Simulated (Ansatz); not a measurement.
Predict the output of the script below (Ansatz's Python interface).

`eos_srmg5.py`:
```python
"""Bulk modulus of SrMg5 from an E(V) curve."""

import warnings

import ansatz as az
import numpy as np
from scipy.optimize import curve_fit

VECTORS = np.array([
    [6.188013, 0.0, 0.0],
    [-3.094006, 5.358976, 0.0],
    [0.0, 0.0, 5.029066],
])
SITES = [
    ("Sr", (0.0, 0.0, 0.5)),
    ("Mg", (0.503147, 0.0, 0.0)),
    ("Mg", (2 / 3, 1 / 3, 0.5)),
    ("Mg", (0.496853, 0.496853, 0.0)),
    ("Mg", (1 / 3, 2 / 3, 0.5)),
    ("Mg", (0.0, 0.503147, 0.0)),
]


def on_lattice(cell):
    crystal = az.Crystal(lattice=az.Lattice.of(cell))
    for symbol, position in SITES:
        crystal = crystal.atom(symbol, position)
    return crystal

def vinet(v, e0, v0, b0, b1):
    eta = (v / v0) ** (1 / 3)
    return e0 + 2 * b0 * v0 / (b1 - 1) ** 2 * (2 - (5 + 3 * b1 * (eta - 1) - 3 * eta) * np.exp(-1.5 * (b1 - 1) * (eta - 1)))


def main() -> None:
    warnings.simplefilter("ignore", az.DeckWarning)

    # uniform scaling of the cell
    volumes, energies = [], []
    for scale in np.linspace(0.88, 1.12, 7):
        cell = VECTORS * scale ** (1 / 3)
        calculation = (
            on_lattice(cell).calculation()
            .mixing("msr1", preconditioner="none")
            .basis(320)
            .occupations(az.OccupationsMethod.GAUSSIAN)
            .functional("lda")
            .kpoints(5, 5, 5)
        )
        summary = calculation.run().report
        volumes.append(abs(np.linalg.det(cell)) / len(SITES))
        energies.append(summary["free_energy_ev"] / len(SITES))
        print(f"V = {volumes[-1]:8.4f} A^3/atom  F = {energies[-1]:.5f} eV/atom")

    guess = (min(energies), volumes[int(np.argmin(energies))], 0.5, 4.5)
    (e0, v0, b0, b1), _ = curve_fit(vinet, np.array(volumes), np.array(energies), p0=guess, maxfev=20000)
    print(f"Vinet fit: V0 = {v0:.4f} A^3/atom, B0 = {160.21766 * b0:.1f} GPa, B1 = {b1:.2f}")
    print("largest residual", round(1000 * float(np.abs(vinet(np.array(volumes), e0, v0, b0, b1) - energies).max()), 3), "meV/atom")


if __name__ == "__main__":
    main()
```

Output of `python eos_srmg5.py`:
```text
V =  24.4597 A^3/atom  F = -2158.74934 eV/atom
V =  25.5715 A^3/atom  F = -2158.76056 eV/atom
V =  26.6833 A^3/atom  F = -2158.76091 eV/atom
V =  27.7952 A^3/atom  F = -2158.75252 eV/atom
V =  28.9070 A^3/atom  F = -2158.73703 eV/atom
V =  30.0188 A^3/atom  F = -2158.71583 eV/atom
V =  31.1306 A^3/atom  F = -2158.68995 eV/atom
Vinet fit: V0 = 26.1612 A^3/atom, B0 = 32.7 GPa, B1 = 3.93
largest residual 0.024 meV/atom
```

A third-order Birch-Murnaghan fit through the 7 points has its minimum at 26.16 Å³ an atom, 5.9 % below the typed cell, with a bulk modulus of 33 GPa and dB/dP = 4.0. From that minimum the energy rises by 12.6 meV an atom on the compressed side and 72.0 meV on the expanded side.

The settings weren't tested for convergence. The cutoff lies under the one recommended for these potentials. Shape and fractional positions are held along the curve, so the bulk modulus is an upper value where they are free to relax, by a factor of two or more in layered or hydrogen-bonded cells. Under the recommended cutoff a pressure can be off by several GPa, even in sign. For a metal this k-point mesh is coarse: on a finer one energies can move by several to tens of meV an atom and pressures by half a GPa or more, differences at one mesh by less. Within a few hundredths of an angstrom the cell has the higher group P6/mmm; the lower one is a small distortion. The structure comes from a database of computed cells and needn't be a stable or known phase. The script silences the warnings on its input, which a real study should read. Hardware and time: 29 s on 1 thread of Arm Neoverse V1 (shared host), peak memory 0.42 GiB.
